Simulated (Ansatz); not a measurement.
Write a Python script for Ansatz 0.2.0, Python API that makes a surface slab of LaS, space group Fm-3m. Level of theory: LDA, PAW, cutoff 463 eV, 4×4×1 k-points, cold smearing of 0.1 eV.

```
La S
1.0
     0.00000    2.92700    2.92700
     2.92700    0.00000    2.92700
     2.92700    2.92700    0.00000
La S
1 1
Direct
  0.00000 0.00000 0.00000
  0.50000 0.50000 0.50000
```

The script, `las.py`:
```python
import ansatz as az
from ase import Atoms
from ase.build import surface
import numpy as np

atoms = Atoms(
    ["La", "S"],
    scaled_positions=[
        [0.0, 0.0, 0.0],
        [0.5, 0.5, 0.5],
    ],
    cell=[
        [0.0, 2.927, 2.927],
        [2.927, 0.0, 2.927],
        [2.927, 2.927, 0.0],
    ],
    pbc=True,
)
slab = surface(atoms, (1, 1, 0), 3, vacuum=6.0)
slab.pbc = True

print(slab.get_chemical_formula(), "area {:.3f} A^2, cell height {:.2f} A".format(np.linalg.norm(np.cross(slab.cell[0], slab.cell[1])), slab.cell[2, 2]))


def common(structure):
    return (
        az.Crystal.from_ase(structure).calculation()
        .basis(34 * az.Ry)
        .functional("LDA")
        .occupations("cold")
        .scf(max_iterations=95)
    )


model = (
    common(slab)
    .kpoints(4, 4, 1)
    .electric_field(axis=3, dipole_correction=True)
    .relax(force_tolerance=0.03, max_steps=30)
)
out = model.run(threads=1, backend="cpu")
rep = out.report

print(f"slab free energy {rep['free_energy_ev']:.4f} eV, Fermi level {rep['fermi_energy_ev']:.3f} eV")
for key, value in rep["work_function"].items():
    if isinstance(value, float):
        print(f"{key:34s} {value:12.5f}")

print("atom   z before  z after (A)")
for atom, site in zip(slab, out.lattice.sites):
    print(f"{atom.symbol:3s} {atom.z:9.3f} {site.position_ang[2]:9.3f}")
```

```console
$ python las.py
La3S3 area 17.135 A^2, cell height 17.85 A
RunWarning: efield: at this solve's end the planar-averaged density reaches 2.02e-4 e/Å³ inside the ramp window [0.8940, 0.1060] (bound 1e-5 e/Å³); the window's nearer edge stands 4.11 Å from this [...]
slab free energy -20849.0666 eV, Fermi level 4.427 eV
ramp_position                           0.95000
ramp_width                              0.10000
amplitude_v_ang                         0.00000
dipole_field_v_ang                     -0.00000
dipole_moment_e_ang                    -0.00000
phi_plus_ev                             2.41969
phi_minus_ev                            2.41984
vacuum_level_plus_ev                    6.84696
vacuum_level_minus_ev                   6.84711
flatness_plus_ev_ang                    0.00371
flatness_minus_ev_ang                   0.00256
ramp_density_extremum_e_ang3            0.00003
ramp_density_minimum_e_ang3             0.00000
ramp_density_bound_e_ang3               0.00001
ramp_density_effective_e_ang3           0.00003
plane_spacing_ang                       0.13948
atom   z before  z after (A)
La      6.000     6.198
S       6.000     5.954
La      8.927     8.927
S       8.927     8.927
La     11.854    11.656
S      11.854    11.900
```
(Warnings from the package without file and line, shortened, repeats left out.)

Caveats:
- Total energies depend on the potentials; only differences at equal settings carry meaning. A total without «per atom» is that of the cell as typed.
- The density doesn't vanish in the vacuum (a short gap or a low cutoff), which blurs the vacuum level.
- The mesh is modest for a metal, so energies can be off by several to tens of meV an atom and pressures by half a GPa or more; differences at equal mesh fare better.
- The zero of the levels is a convention of the potentials, so an absolute Fermi energy is no work function.
- The structure is a deposited one; some such entries were measured under pressure or heat, so a shift against it needn't be the functional's error alone.
- The slab is thin and cut from the structure as given; a cut can leave two unlike or polar faces, and the surface energy is then their mean. Miller indices refer to the vectors of the cell as typed, and the lattice isn't relaxed for this functional, so relaxation and surface energy can hold strain.
- Finished in 12 s on 1 thread of Arm Neoverse V2 (shared host), peak memory 0.53 GiB.

(Lines on the test bed's own set-up are left out of the output.)
